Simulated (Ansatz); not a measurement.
**RPA@PBE/STO-3G run of InF (SMILES [F][In])**

What is the electronic atomisation energy of InF at RPA@PBE/STO-3G? 

Program for the calculation: Ansatz 0.2.0.

### 1 The system as given

InF has 2 atoms, charge 0, and is taken as a singlet. SMILES: `[F][In]`. Geometry: relaxed at PBE0-D4/def2-TZVP.

Bond lengths: F1–In2 1.994 Å.

### 2 The energy at RPA@PBE/STO-3G

Contents of input.yaml:

```yaml
crystal:
  periodic: [false, false, false]
  atoms:
    - symbol: F
      position_ang: [0.000000, 0.000000, 0.015910]
    - symbol: In
      position_ang: [-0.000000, -0.000000, 2.009580]
basis:
  gaussian:
    orbitals: STO-3G
correlation:
  method: rpa
  frozen_orbitals: {F: 1, In: 18}
accuracy: high
hamiltonian:
  xc: pbe
```

Started as:

```console
$ ansatz run input.yaml --threads 1 --pin off --max-ram 3480MiB --events-out events.jsonl --progress --plain --runs-dir runs
```

Log:

```text
Warning: RAYON_NUM_THREADS=1 ignored (pool sized by the plan → 1); use --threads N
Functional definition: PBE
  name "PBE"
  parameter kappa = 0.804
  parameter beta = 0.06672455060314922
  exchange = pbe_x(kappa = kappa, mu = beta*pi^2/3)
  correlation = pbe_c(beta = beta)
564 factors; integrals over basis functions are off by at most 4.7e-9 eV
mean field evaluation 1: about -157349.3803 eV, gradient 1.4e1 eV
mean field evaluation 2: about -157349.3610 eV, gradient 1.4e1 eV
mean field evaluation 4: about -157348.8346 eV, gradient 2.3e1 eV
mean field evaluation 8: about -157350.4079 eV, gradient 4.5e-3 eV
mean field evaluation 16: about -157350.4079 eV, gradient 2.6e-8 eV
mean field -157350.40788884 eV, -5782.5208339776 hartree, gradient 2.2e-8 eV, S^2 0.000000; 0 other end points of the search recorded, 0 dependent functions left out
19 core orbitals not correlated: weight in the atoms' cores, before any rotation towards them, 1.000 or more for the frozen orbitals, at most 0.000 for the correlated occupied ones
reference -157304.59297841 eV, -5780.8371670740 hartree; 10, 10 occupied and 3, 3 virtual orbitals, 564 factors
Total energy: -157308.73523416 eV, -5780.9893921651 hartree
```

Run time: 1.5 s. Hardware: 1 thread of Arm Neoverse V2, shared host; peak memory 0.1 GiB.

### 3 The F atom, same level

Contents of input.yaml:

```yaml
crystal:
  periodic: [false, false, false]
  atoms:
    - {symbol: F, position_ang: [0.000000, 0.000000, 0.000000]}
basis:
  gaussian: {orbitals: STO-3G}
magnetization: {spin_polarized: true, initial_magnetization: 1}
hamiltonian: {xc: {name: PBE}}
correlation: {method: rpa, frozen_orbitals: {F: 1}}
accuracy: high
```

Run the same way, it converges to -98.01752 Eh (log not shown).

### 4 The In atom

Contents of job.yaml:

```yaml
crystal:
  periodic: [false, false, false]
  atoms:
    - {symbol: In, position_ang: [0.000000, 0.000000, 0.000000]}
basis:
  gaussian:
    orbitals: STO-3G
correlation:
  method: rpa
  frozen_orbitals: {In: 18}
accuracy: high
hamiltonian:
  xc: {name: PBE}
magnetization:
  spin_polarized: true
  initial_magnetization: 1
```

Started as:

```console
$ ansatz run job.yaml --threads 1 --pin off --max-ram 3480MiB --events-out events.jsonl --progress --plain --runs-dir runs
```

Log, shortened:

```text
Warning: RAYON_NUM_THREADS=1 ignored (pool sized by the plan → 1); use --threads N
Functional definition: PBE
  name "PBE"
[...]
251 factors; integrals over basis functions are off by at most 4.7e-9 eV
[...]
mean field -154672.53779491 eV, -5684.1109231515 hartree, gradient 1.0e-8 eV, S^2 0.750000; 3 other end points of the search recorded, 0 dependent functions left out
18 core orbitals not correlated: weight in the atoms' cores, before any rotation towards them, 1.000 or more for the frozen orbitals, at most 0.000 for the correlated occupied ones
reference -154636.17481771 eV, -5682.7746083868 hartree; 7, 6 occupied and 2, 3 virtual orbitals, 251 factors
Total energy: -154637.89450264 eV, -5682.8378056424 hartree
```

Wall time 2 s (1 thread of Arm Neoverse V2, shared host); peak memory 0.1 GiB.

### 5 Summary of results

Level: RPA@PBE/STO-3G, 19 core orbitals frozen.

| quantity | value |
| --- | --- |
| molecule: total energy | -5780.98939 Eh |
| molecule: RPA correlation energy (valence) | -152.2 mEh |
| F atom: total energy | -98.01752 Eh |
| F atom: RPA correlation energy (valence) | -31.0 mEh |
| F atom: ⟨S²⟩ of the reference determinant | 0.750 |
| In atom: total energy | -5682.83781 Eh |
| In atom: RPA correlation energy (valence) | -63.2 mEh |
| In atom: ⟨S²⟩ of the reference determinant | 0.750 |
| electronic atomisation energy | 3.648 eV |

**Reading.** Taking the molecule apart into free atoms costs 3.65 eV (352 kJ/mol), before zero-point energy and without spin-orbit coupling. In a minimal basis such a difference can be off by several eV, whatever the method. Relativity is left out (molecule) although the molecule holds a heavy atom. Relativity is left out (In atom) although the molecule holds a heavy atom.
